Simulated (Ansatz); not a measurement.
# SnF4 (SMILES [F][Sn]([F])([F])[F]), step by step, part 1 of 2

We compute a series of 10 runs (HF/STO-3G, UHF/STO-3G, HF/3-21G, UHF/3-21G, PBE/def2-SVP) of F4Sn. 

The calculation is run with Ansatz 0.2.0.

### 1 The system as given

The species is SnF4 (5 atoms), meant as a singlet with charge 0. As SMILES, `[F][Sn]([F])([F])[F]`. Geometry: relaxed at PBE0-D4/def2-TZVP. The run starts from this shape.

Bond lengths: F1–Sn2 1.876 Å, Sn2–F3 1.876 Å, Sn2–F4 1.876 Å, Sn2–F5 1.876 Å. Angles: F1–Sn2–F3 109.5°, F1–Sn2–F4 109.5°, F1–Sn2–F5 109.5°, F3–Sn2–F4 109.5°, F3–Sn2–F5 109.5°, F4–Sn2–F5 109.5°.

### 2 A geometry optimisation at HF/STO-3G (start density atoms) (run 1)

Contents of job.yaml:

```yaml
crystal:
  periodic: [false, false, false]
  atoms:
    - symbol: F
      position_ang: [0.130300, -0.871400, 1.656700]
    - symbol: Sn
      position_ang: [0.009900, -0.014700, -0.008300]
    - symbol: F
      position_ang: [-1.285400, 1.340000, 0.078100]
    - symbol: F
      position_ang: [-0.477600, -1.263800, -1.320800]
    - symbol: F
      position_ang: [1.672500, 0.736200, -0.447200]
basis:
  gaussian:
    orbitals: STO-3G
total_charge: 0
hamiltonian:
  xc: hf
relax:
  f_tol: 0.002
output:
  orbitals: {seedname: orbitals}
```

Command:

```sh
$ ansatz run job.yaml --threads 1 --pin off --max-ram 3480MiB --events-out events.jsonl --progress --plain --runs-dir runs
```

What it wrote:

```text
Warning: RAYON_NUM_THREADS=1 ignored (pool sized by the plan → 1); use --threads N
The last accepted step is kept in runs//last_step.txt (removed where the run ends without a failure and the disk answers)
Functional definition: HF
  name "HF"
  exchange = exact_x
  correlation = 0
699 factors; integrals over basis functions are off by at most 5.3e-6 eV
mean field evaluation 1: about -172936.6699 eV, gradient 2.7e1 eV
mean field evaluation 2: about -172936.7408 eV, gradient 2.7e1 eV
mean field evaluation 4: about -172940.8991 eV, gradient 1.7e0 eV
mean field evaluation 8: about -172940.9168 eV, gradient 9.8e-5 eV
mean field -172940.91675650 eV, -6355.4614672379 hartree, gradient 8.0e-5 eV, S^2 0.000000; 0 other end points of the search recorded, 0 dependent functions left out
the calculation of the forces begins
reference -172940.91675650 eV, -6355.4614672379 hartree; 43, 43 occupied and 4, 4 virtual orbitals, 699 factors
relax step   1: F+E_penalty+E_count = -172940.91675650 eV  Δ(F+E_penalty+E_count) = +0.000e0 eV  max|allowed force component| = 1.580e-1 eV/Å  Δτ_max = 0.0000 Å  (21 SCF iters, accepted)
these checks for a lower state are left out or cut short: starts, cluster_reference, orbital_swaps, neighbouring_geometries, increment
699 factors; integrals over basis functions are off by at most 5.4e-6 eV
mean field evaluation 16: about -172940.9190 eV, gradient 1.2e-5 eV
mean field -172940.91897953 eV, -6355.4615489325 hartree, gradient 1.2e-5 eV, S^2 0.000000; 0 other end points of the search recorded, 0 dependent functions left out
the calculation of the forces begins
reference -172940.91897953 eV, -6355.4615489325 hartree; 43, 43 occupied and 4, 4 virtual orbitals, 699 factors
relax step   2: F+E_penalty+E_count = -172940.91897953 eV  Δ(F+E_penalty+E_count) = -2.223e-3 eV  max|allowed force component| = 2.649e-2 eV/Å  Δτ_max = 0.0054 Å  (21 SCF iters, accepted)
these checks for a lower state are left out or cut short: starts, cluster_reference, orbital_swaps, neighbouring_geometries, increment
699 factors; integrals over basis functions are off by at most 5.4e-6 eV
mean field -172940.91904284 eV, -6355.4615512593 hartree, gradient 1.2e-5 eV, S^2 0.000000; 0 other end points of the search recorded, 0 dependent functions left out
the calculation of the forces begins
reference -172940.91904284 eV, -6355.4615512593 hartree; 43, 43 occupied and 4, 4 virtual orbitals, 699 factors
relax step   3: F+E_penalty+E_count = -172940.91904284 eV  Δ(F+E_penalty+E_count) = -6.332e-5 eV  max|allowed force component| = 9.987e-5 eV/Å  Δτ_max = 0.0011 Å  (21 SCF iters, accepted)
699 factors; integrals over basis functions are off by at most 5.4e-6 eV
mean field evaluation 32: about -172936.8226 eV, gradient 2.7e1 eV
mean field -172940.91904284 eV, -6355.4615512593 hartree, gradient 1.2e-5 eV, S^2 0.000000; 1 other end points of the search recorded, 0 dependent functions left out
the calculation of the forces begins
reference -172940.91904284 eV, -6355.4615512593 hartree; 43, 43 occupied and 4, 4 virtual orbitals, 699 factors
Total energy: -172940.91904284 eV, -6355.4615512593 hartree
Atom 0 at     0.130042    -0.868604     1.650932 Å, force     0.000047    -0.000089     0.000080 eV/Å
Atom 1 at     0.009940    -0.014740    -0.008300 Å, force     0.000001    -0.000002    -0.000000 eV/Å
Atom 2 at    -1.280893     1.335420     0.077573 Å, force    -0.000068     0.000100    -0.000050 eV/Å
Atom 3 at    -0.476163    -1.259582    -1.316211 Å, force    -0.000078    -0.000090    -0.000050 eV/Å
Atom 4 at     1.666774     0.733805    -0.445495 Å, force     0.000098     0.000081     0.000021 eV/Å
Dipole moment:     0.000000     0.000000     0.000000 e Å
```

Run time: 4.5 s. Hardware: 1 thread of Arm Neoverse V2, shared host; peak memory 0.12 GiB.

Steps, from the record of the run:

| step | energy from the first frame kept (eV) | largest force (eV/Å) |
| --- | --- | --- |
| 1 | 0.0000 | 0.1782 |
| 2 | -0.0022 | 0.0299 |
| 3 | -0.0023 | 0.0001 |

After the run. Bond lengths: F1–Sn2 1.870 Å, Sn2–F3 1.870 Å, Sn2–F4 1.870 Å, Sn2–F5 1.870 Å. Angles: F1–Sn2–F3 109.5°, F1–Sn2–F4 109.5°, F1–Sn2–F5 109.5°, F3–Sn2–F4 109.5°, F3–Sn2–F5 109.5°, F4–Sn2–F5 109.5°.

### 3 The harmonic vibrations at HF/STO-3G (start density atoms) (run 2)

Contents of in.yaml:

```yaml
basis:
  gaussian: {orbitals: STO-3G}
crystal:
  periodic: [false, false, false]
  atoms:
    - {symbol: F, position_ang: [0.130042, -0.868604, 1.650932]}
    - {symbol: Sn, position_ang: [0.009940, -0.014740, -0.008300]}
    - {symbol: F, position_ang: [-1.280893, 1.335420, 0.077573]}
    - {symbol: F, position_ang: [-0.476163, -1.259582, -1.316211]}
    - {symbol: F, position_ang: [1.666774, 0.733805, -0.445495]}
hamiltonian: {xc: hf}
phonons: {temperatures: {t_min: 298.15, t_max: 298.15, t_step: 1}}
```

Command:

```sh
$ ansatz run in.yaml --threads 1 --pin off --max-ram 3480MiB --events-out events.jsonl --progress --plain --runs-dir runs
```

What it wrote:

```text
Warning: RAYON_NUM_THREADS=1 ignored (pool sized by the plan → 1); use --threads N
[... 4 set-up lines as earlier in the session ...]
699 factors; integrals over basis functions are off by at most 5.0e-6 eV
mean field evaluation 1: about -172936.7496 eV, gradient 2.6e1 eV
mean field evaluation 2: about -172936.8225 eV, gradient 2.7e1 eV
mean field evaluation 4: about -172940.9029 eV, gradient 1.6e0 eV
mean field evaluation 8: about -172940.9190 eV, gradient 9.2e-5 eV
mean field -172940.91904269 eV, -6355.4615512538 hartree, gradient 8.4e-5 eV, S^2 0.000000; 0 other end points of the search recorded, 0 dependent functions left out
the calculation of the forces begins
reference -172940.91904269 eV, -6355.4615512538 hartree; 43, 43 occupied and 4, 4 virtual orbitals, 699 factors
these checks for a lower state are left out or cut short: stability, starts, cluster_reference, orbital_swaps, neighbouring_geometries, increment
699 factors; integrals over basis functions are off by at most 5.0e-6 eV
mean field evaluation 16: about -172940.9190 eV, gradient 2.7e-6 eV
mean field -172940.91902723 eV, -6355.4615506854 hartree, gradient 2.7e-6 eV, S^2 0.000000; 0 other end points of the search recorded, 0 dependent functions left out
the calculation of the forces begins
reference -172940.91902723 eV, -6355.4615506854 hartree; 43, 43 occupied and 4, 4 virtual orbitals, 699 factors
these checks for a lower state are left out or cut short: stability, starts, cluster_reference, orbital_swaps, neighbouring_geometries, increment
699 factors; integrals over basis functions are off by at most 5.0e-6 eV
mean field -172940.91902679 eV, -6355.4615506692 hartree, gradient 2.7e-6 eV, S^2 0.000000; 0 other end points of the search recorded, 0 dependent functions left out
the calculation of the forces begins
reference -172940.91902679 eV, -6355.4615506692 hartree; 43, 43 occupied and 4, 4 virtual orbitals, 699 factors
these checks for a lower state are left out or cut short: stability, starts, cluster_reference, orbital_swaps, neighbouring_geometries, increment
699 factors; integrals over basis functions are off by at most 5.0e-6 eV
mean field evaluation 32: about -172940.9190 eV, gradient 2.7e-6 eV
mean field -172940.91900256 eV, -6355.4615497788 hartree, gradient 2.7e-6 eV, S^2 0.000000; 0 other end points of the search recorded, 0 dependent functions left out
the calculation of the forces begins
reference -172940.91900256 eV, -6355.4615497788 hartree; 43, 43 occupied and 4, 4 virtual orbitals, 699 factors
these checks for a lower state are left out or cut short: stability, starts, cluster_reference, orbital_swaps, neighbouring_geometries, increment
699 factors; integrals over basis functions are off by at most 5.0e-6 eV
mean field -172940.91900292 eV, -6355.4615497923 hartree, gradient 2.7e-6 eV, S^2 0.000000; 0 other end points of the search recorded, 0 dependent functions left out
the calculation of the forces begins
reference -172940.91900292 eV, -6355.4615497923 hartree; 43, 43 occupied and 4, 4 virtual orbitals, 699 factors
these checks for a lower state are left out or cut short: stability, starts, cluster_reference, orbital_swaps, neighbouring_geometries, increment
699 factors; integrals over basis functions are off by at most 5.0e-6 eV
mean field -172940.91890727 eV, -6355.4615462772 hartree, gradient 2.6e-6 eV, S^2 0.000000; 0 other end points of the search recorded, 0 dependent functions left out
the calculation of the forces begins
reference -172940.91890727 eV, -6355.4615462772 hartree; 43, 43 occupied and 4, 4 virtual orbitals, 699 factors
these checks for a lower state are left out or cut short: stability, starts, cluster_reference, orbital_swaps, neighbouring_geometries, increment
699 factors; integrals over basis functions are off by at most 5.0e-6 eV
mean field -172940.91890722 eV, -6355.4615462751 hartree, gradient 2.6e-6 eV, S^2 0.000000; 0 other end points of the search recorded, 0 dependent functions left out
the calculation of the forces begins
reference -172940.91890722 eV, -6355.4615462751 hartree; 43, 43 occupied and 4, 4 virtual orbitals, 699 factors
these checks for a lower state are left out or cut short: stability, starts, cluster_reference, orbital_swaps, neighbouring_geometries, increment
699 factors; integrals over basis functions are off by at most 5.0e-6 eV
mean field -172940.91896102 eV, -6355.4615482524 hartree, gradient 2.7e-6 eV, S^2 0.000000; 0 other end points of the search recorded, 0 dependent functions left out
the calculation of the forces begins
reference -172940.91896102 eV, -6355.4615482524 hartree; 43, 43 occupied and 4, 4 virtual orbitals, 699 factors
these checks for a lower state are left out or cut short: stability, starts, cluster_reference, orbital_swaps, neighbouring_geometries, increment
699 factors; integrals over basis functions are off by at most 5.0e-6 eV
mean field evaluation 64: about -172940.7526 eV, gradient 1.6e-3 eV
mean field -172940.91896194 eV, -6355.4615482860 hartree, gradient 2.7e-6 eV, S^2 0.000000; 0 other end points of the search recorded, 0 dependent functions left out
the calculation of the forces begins
reference -172940.91896194 eV, -6355.4615482860 hartree; 43, 43 occupied and 4, 4 virtual orbitals, 699 factors
these checks for a lower state are left out or cut short: stability, starts, cluster_reference, orbital_swaps, neighbouring_geometries, increment
699 factors; integrals over basis functions are off by at most 5.0e-6 eV
mean field -172940.91903537 eV, -6355.4615509848 hartree, gradient 2.7e-6 eV, S^2 0.000000; 0 other end points of the search recorded, 0 dependent functions left out
the calculation of the forces begins
reference -172940.91903537 eV, -6355.4615509848 hartree; 43, 43 occupied and 4, 4 virtual orbitals, 699 factors
these checks for a lower state are left out or cut short: stability, starts, cluster_reference, orbital_swaps, neighbouring_geometries, increment
699 factors; integrals over basis functions are off by at most 5.0e-6 eV
mean field -172940.91903564 eV, -6355.4615509944 hartree, gradient 2.7e-6 eV, S^2 0.000000; 0 other end points of the search recorded, 0 dependent functions left out
the calculation of the forces begins
reference -172940.91903564 eV, -6355.4615509944 hartree; 43, 43 occupied and 4, 4 virtual orbitals, 699 factors
Total energy: -172940.91904269 eV, -6355.4615512538 hartree
Atom 0 at     0.130042    -0.868604     1.650932 Å, force     0.000050    -0.000094     0.000092 eV/Å
Atom 1 at     0.009940    -0.014740    -0.008300 Å, force     0.000005    -0.000002    -0.000008 eV/Å
Atom 2 at    -1.280893     1.335420     0.077573 Å, force    -0.000078     0.000106    -0.000050 eV/Å
Atom 3 at    -0.476163    -1.259582    -1.316211 Å, force    -0.000081    -0.000092    -0.000055 eV/Å
Atom 4 at     1.666774     0.733805    -0.445495 Å, force     0.000105     0.000082     0.000020 eV/Å
Dipole moment:    -0.000000     0.000000     0.000000 e Å
Vibrations: 158.18 158.19 188.71 188.71 188.72 633.48 705.00 705.00 705.01 cm⁻¹, zero-point energy 0.225093 eV
```

Run time: 11 s. Hardware: 1 thread of Arm Neoverse V2, shared host; peak memory 0.12 GiB.

Runs 3 to 9 aren't shown in full; the table further down has their settings and results.

(Continued in part 2 of 2.)
